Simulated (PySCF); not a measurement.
**The bond of LiGe, level by level**

What are the lowest state that PBE0 finds, the bond length, vibrational wavenumber and bond energy of LiGe, and how much do these hang on the method?

Computed with PySCF 2.14.0. Level: Li aug-cc-pVDZ, Ge aug-cc-pVDZ-PP with ECP10, scalar-relativistic core potentials.

**1. Set-up**

The job is set up so:

```
atoms                         : Li, Ge
charge                        : 0
basis                         : Li aug-cc-pVDZ, Ge aug-cc-pVDZ-PP with ECP10
Hamiltonian                   : scalar-relativistic core potentials
basis functions               : 55
electrons treated             : 25
masses in u                   : 7.0160, 73.9212
levels                        : PBE0, PBE, r²SCAN, revPBE, PBEsol, B97-3, CAM-B3LYP, HF, MP2, SCS-MP2, CCSD, CCSD(T)
grid                          : 80 radial by 434 angular points
occupations                   : held fixed by the projection of orbital angular momentum
dissociation limit            : Li + Ge, each in its ground configuration
starting distance in angstrom : 2.445
values of 2S to try           : 1, 3
```

Started as:

```bash
$ OMP_NUM_THREADS=1 python dia.py task.json out
```

After this run come: First curve: PBE0; Excited determinants; PBE; r²SCAN; revPBE (GGA); PBEsol (GGA); B97-3 (global hybrid GGA); CAM-B3LYP (range-separated hybrid); UHF; MP2 and coupled cluster.

Q: Predict the outcome of this session. Wanted: for each run, Re; ωe; De; μ.

The runs gave:

Lowest PBE0 solution found, without spin–orbit coupling: ⁴Σ⁻ (quartet), unpaired electrons σ ↑, π ↑↑. State 2 has its PBE0 minimum 0.52 eV higher. State 3 has its PBE0 minimum 0.56 eV higher, as a spin-mixed determinant (⟨S²⟩ = 1.76), so this is no gap between pure states. State 4 has its PBE0 minimum 0.61 eV higher, as a spin-mixed determinant (⟨S²⟩ = 1.76), so this is no gap between pure states. The other levels ran on the lowest alone.

| level | Re (Å) | ωe (cm⁻¹) | De (eV) | μ (D) |
| --- | --- | --- | --- | --- |
| UHF | 2.441 | 396 | 1.18 | -6.55 |
| UHF-MP2 | 2.399 | 400 | 1.68 | n/a |
| UHF-SCS-MP2 | 2.388 | 401 | 1.53 | n/a |
| UHF-CCSD | 2.397 | 392 | 1.64 | n/a |
| UHF-CCSD(T) | 2.399 | 391 | 1.67 | n/a |
| PBE | 2.432 | 382 | 1.66 | -5.39 |
| PBEsol | 2.422 | 385 | 1.79 | -5.46 |
| revPBE | 2.449 | 377 | 1.57 | -5.43 |
| r²SCAN | 2.423 | 393 | 1.85 | -5.90 |
| PBE0 | 2.416 | 396 | 1.65 | -5.78 |
| B97-3 | 2.425 | 395 | 1.57 | -6.06 |
| CAM-B3LYP | 2.394 | 402 | 1.49 | -5.90 |

De is counted to Li + Ge in their ground configurations. A positive dipole means Li(−)Ge(+).

Differences from CCSD(T) in the same basis:

| level | Re (mÅ) | ωe (%) |
| --- | --- | --- |
| UHF | +42 | +1.3 |
| UHF-MP2 | 0 | +2.2 |
| UHF-SCS-MP2 | -11 | +2.6 |
| UHF-CCSD | -2 | +0.3 |
| PBE | +33 | -2.3 |
| PBEsol | +23 | -1.4 |
| revPBE | +50 | -3.5 |
| r²SCAN | +24 | +0.4 |
| PBE0 | +17 | +1.2 |
| B97-3 | +26 | +1.2 |
| CAM-B3LYP | -5 | +2.8 |

**Reading.** Against CCSD(T) in the same basis, the bond length is nearest at UHF-MP2 (0 mÅ) and farthest at revPBE (+50 mÅ); the wavenumber is nearest at UHF-CCSD (+0.3 %) and farthest at revPBE (-3.5 %). CCSD(T) in a basis this small is itself some way from its limit, more so than the functionals. Of the levels with a De here, UHF gives the least (1.18 eV) and r²SCAN the most (1.85 eV).

Correlated steps freeze 4 core orbitals.
